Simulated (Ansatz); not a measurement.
**CH4ClIn: basis-set convergence**

Aim: see how fast density functionals converge with the basis set for CH4ClIn.

The runs use Ansatz 0.2.0, Gaussian basis; one geometry, several basis sets.

Plan: PBE0-D4/def2-SVP; ωB97M-V/def2-SVP; PBE0-D4/def2-QZVPP; ωB97M-V/def2-QZVPP; the functionals' def2-TZVPP values are taken from earlier runs.

### 1 Structure used throughout

The geometry comes from an earlier relaxation with PBE0-D4 in a triple-zeta def2 set; it is a stationary point, not always the lowest conformer. In takes the def2 core potential; no spin-orbit term is included.

SMILES `[CH3][InH][Cl]`, 7 atoms, charge 0, spin multiplicity 1.

Atoms are counted from 1 here; the program's logs count them from 0.

Bond lengths: C1–In2 2.131 Å, C1–H4 1.089 Å, C1–H5 1.091 Å, C1–H6 1.091 Å, In2–Cl3 2.357 Å, In2–H7 1.708 Å. Angles: In2–C1–H4 111.9°, In2–C1–H5 108.7°, In2–C1–H6 108.6°, H4–C1–H5 109.8°, H4–C1–H6 109.5°, H5–C1–H6 108.2°, C1–In2–Cl3 111.0°, C1–In2–H7 137.6°, Cl3–In2–H7 111.5°.

### 2 PBE0-D4 in def2-SVP

Input file in.yaml:

```yaml
crystal:
  periodic: [false, false, false]
  atoms:
    - {symbol: C, position_ang: [-0.941204, 0.402125, -0.305110]}
    - {symbol: In, position_ang: [1.049408, -0.280442, 0.032651]}
    - {symbol: Cl, position_ang: [1.201389, -1.465058, 2.064746]}
    - {symbol: H, position_ang: [-1.057145, 0.846463, -1.292679]}
    - {symbol: H, position_ang: [-1.622888, -0.442182, -0.197110]}
    - {symbol: H, position_ang: [-1.190173, 1.141647, 0.457575]}
    - {symbol: H, position_ang: [2.560613, -0.202544, -0.760073]}
basis:
  gaussian: {orbitals: def2-SVP}
hamiltonian: {xc: pbe0, dispersion: d4}
output: {orbitals: {seedname: orbitals}}
```

The runs that follow: ωB97M-V in def2-SVP; PBE0-D4 in def2-QZVPP; ωB97M-V in def2-QZVPP.

Q: Predict the results of all the runs planned. Wanted: PBE0-D4: double and triple zeta above quadruple; ωB97M-V: double and triple zeta above quadruple.

As calculated:

| quantity | value |
| --- | --- |
| PBE0-D4: double and triple zeta above quadruple | 6.32, 0.49 eV |
| ωB97M-V: double and triple zeta above quadruple | 6.38, 0.47 eV |

In words: PBE0-D4 gains 5.84 eV from double to triple zeta, then 0.49 eV more. These are total energies; as a rule much of such shifts cancels in differences, which this series doesn't test.
